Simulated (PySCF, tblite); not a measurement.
# C₆H₆F₃S−: geometry, infrared bands and NMR shifts

Aim: predict the infrared bands and NMR shifts of C₆H₆F₃S− (`C#C[C@@H]([C@H](C)[S-])C(F)(F)F`).

Computed with tblite 0.8.0 and PySCF 2.14.0, with density-fitted response routines of our own, on a single molecule in the gas phase. Atoms are numbered from 0 throughout.

## (1) The molecule as given

16 atoms, charge -1, multiplicity 1; geometry from: force field or distance geometry start.

Bonds of the start (Å): C0–C1 1.20, C1–C2 1.50, C2–C3 1.55, C3–C4 1.55, C3–S5 1.85, C2–C6 1.53, C6–F7 1.36, C6–F8 1.36, C6–F9 1.37, C0–H10 1.07, C2–H11 1.11, C3–H12 1.10, C4–H13 1.08, C4–H14 1.10, C4–H15 1.09.

## (2) Relaxing the molecule with GFN2-xTB

Job settings and geometry (Å):

```
{"job": {"kind": "relax", "xc": "GFN2-xTB", "basis": "xTB"}, "charge": -1, "multiplicity": 1}
C     -1.183200     2.352900     0.465700
C     -0.917600     1.290700    -0.013800
C     -0.557200    -0.038500    -0.597800
C      0.961200    -0.324100    -0.631700
C      1.685200    -0.070400     0.711100
S      1.810500     0.654800    -1.945800
C     -1.338200    -1.145100     0.110000
F     -1.026700    -1.257600     1.432300
F     -1.117200    -2.367100    -0.448000
F     -2.686800    -0.942600     0.050300
H     -1.414200     3.314100     0.867800
H     -0.944600    -0.036400    -1.633200
H      1.079500    -1.398700    -0.834700
H      1.243200    -0.650100     1.513500
H      1.661100     0.995300     1.001300
H      2.737300    -0.368500     0.659800
```

On the command line:

```sh
> OMP_NUM_THREADS=1 python probes_run.py task.json out
```

The driver reads the jobs from task.json and runs them one after another.

**Question.** This job is followed by: GFN2-xTB harmonic vibrations, gas phase; GIAO PBE0/pcSseg-1 NMR shielding, non-relativistic, gas phase. What will the session give for the following? strongest single infrared mode (GFN2-xTB); zero-point energy (GFN2-xTB); 13C shifts against TMS (PBE0/pcSseg-1); 1H shifts against TMS (PBE0/pcSseg-1, means over atoms taken as alike); 33S shifts against CS2 (PBE0/pcSseg-1); 19F shifts against CFCl3 (PBE0/pcSseg-1, means over atoms taken as alike).

**Answer**, as computed:

```
                                                                 quantity                                    value
                                strongest single infrared mode (GFN2-xTB)                    1034 cm⁻¹, 208 km/mol
                                             zero-point energy (GFN2-xTB)                            65.1 kcal/mol
                                   13C shifts against TMS (PBE0/pcSseg-1)  136.4, 90.4, 73.2, 57.4, 43.7, 28.0 ppm
   1H shifts against TMS (PBE0/pcSseg-1, means over atoms taken as alike)               4.20, 4.18, 1.37, 1.04 ppm
                                   33S shifts against CS2 (PBE0/pcSseg-1)                                    3 ppm
19F shifts against CFCl3 (PBE0/pcSseg-1, means over atoms taken as alike)                                -84.3 ppm
```

In words: The optimisation took 49 steps and gained 0.167 eV; among the close pairs (by a distance rule), C1–C2 changed most, from 1.496 to 1.446 Å. No mode is imaginary among the 42: a minimum at this level. The strongest single mode, at 1034 cm⁻¹, moves mainly C6. Unscaled tight-binding wavenumbers are off by several per cent, some by more. Its intensities can rank the bands wrongly. At PBE0/pcSseg-1: Shielding is most anisotropic at S5 (span 707 ppm, paramagnetic term -556 ppm).
